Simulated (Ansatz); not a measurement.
# H5NO2Si: basis-set convergence

The task here is to estimate one member of a computed series from the others.

The runs use Ansatz 0.2.0, Gaussian basis; one geometry, several basis sets.

Plan: PBE0-D4/def2-SVP; ωB97M-V/def2-SVP; PBE0-D4/def2-QZVPP; ωB97M-V/def2-QZVPP; CCSD(T)/cc-pV(D+d)Z; CCSD(T)/cc-pV(T+d)Z; CCSD(T)/cc-pV(Q+d)Z; the functionals' def2-TZVPP values are taken from earlier runs.

### The relaxed structure

The geometry comes from an earlier relaxation with PBE0-D4 in a triple-zeta def2 set; it is a stationary point, not always the lowest conformer.

SMILES `N[SiH](O)O`, 9 atoms, charge 0, spin multiplicity 1.

Atoms are counted from 1 here; the program's logs count them from 0.

Bond lengths: N1–Si2 1.714 Å, N1–H5 1.008 Å, N1–H6 1.008 Å, Si2–O3 1.639 Å, Si2–O4 1.639 Å, Si2–H7 1.475 Å, O3–H8 0.959 Å, O4–H9 0.959 Å. Angles: Si2–N1–H5 119.6°, Si2–N1–H6 119.6°, H5–N1–H6 110.7°, N1–Si2–O3 107.1°, N1–Si2–O4 107.1°, N1–Si2–H7 118.3°, O3–Si2–O4 116.1°, O3–Si2–H7 104.4°, O4–Si2–H7 104.4°, Si2–O3–H8 117.1°, Si2–O4–H9 117.0°.

Set-up of the first run:

Input file in.yaml:

```yaml
crystal:
  periodic: [false, false, false]
  atoms:
    - {symbol: N, position_ang: [-1.209105, 0.242119, -0.190171]}
    - {symbol: Si, position_ang: [0.501233, 0.276407, -0.077800]}
    - {symbol: O, position_ang: [1.073396, -0.897206, -1.068961]}
    - {symbol: O, position_ang: [0.883089, 0.128262, 1.509486]}
    - {symbol: H, position_ang: [-1.761158, 0.802496, 0.439846]}
    - {symbol: H, position_ang: [-1.647789, 0.188543, -1.095902]}
    - {symbol: H, position_ang: [1.206132, 1.497163, -0.511570]}
    - {symbol: H, position_ang: [0.635575, -1.749252, -1.034269]}
    - {symbol: H, position_ang: [0.407126, -0.534832, 2.012142]}
basis:
  gaussian: {orbitals: def2-SVP}
hamiltonian: {xc: pbe0, dispersion: d4}
output: {orbitals: {seedname: orbitals}}
```

Run with:

```console
> ansatz run in.yaml --threads 2 --pin off --events-out ev --progress --plain --max-ram 22528MiB --backend cpu
```

Among the steps run: PBE0-D4 in def2-SVP; ωB97M-V in def2-SVP; PBE0-D4 in def2-QZVPP; ωB97M-V in def2-QZVPP.

One of the session's tables, all rows but one given; the rest of the session is left out.

```
functional       basis  HOMO (eV)  LUMO (eV)
   PBE0-D4    def2-SVP      -7.49       1.38
   PBE0-D4  def2-TZVPP          ?          ?
   PBE0-D4  def2-QZVPP      -7.83       0.25
   ωB97M-V    def2-SVP      -9.87       2.99
   ωB97M-V  def2-TZVPP     -10.16       2.05
   ωB97M-V  def2-QZVPP     -10.23       1.43
```

Q: Estimate the row for PBE0-D4, def2-TZVPP from the others.

**Answer.** HOMO (eV): -7.77; LUMO (eV): 0.66. In the column «HOMO (eV)» it lies between PBE0-D4, def2-QZVPP (-7.83) and PBE0-D4, def2-SVP (-7.49).
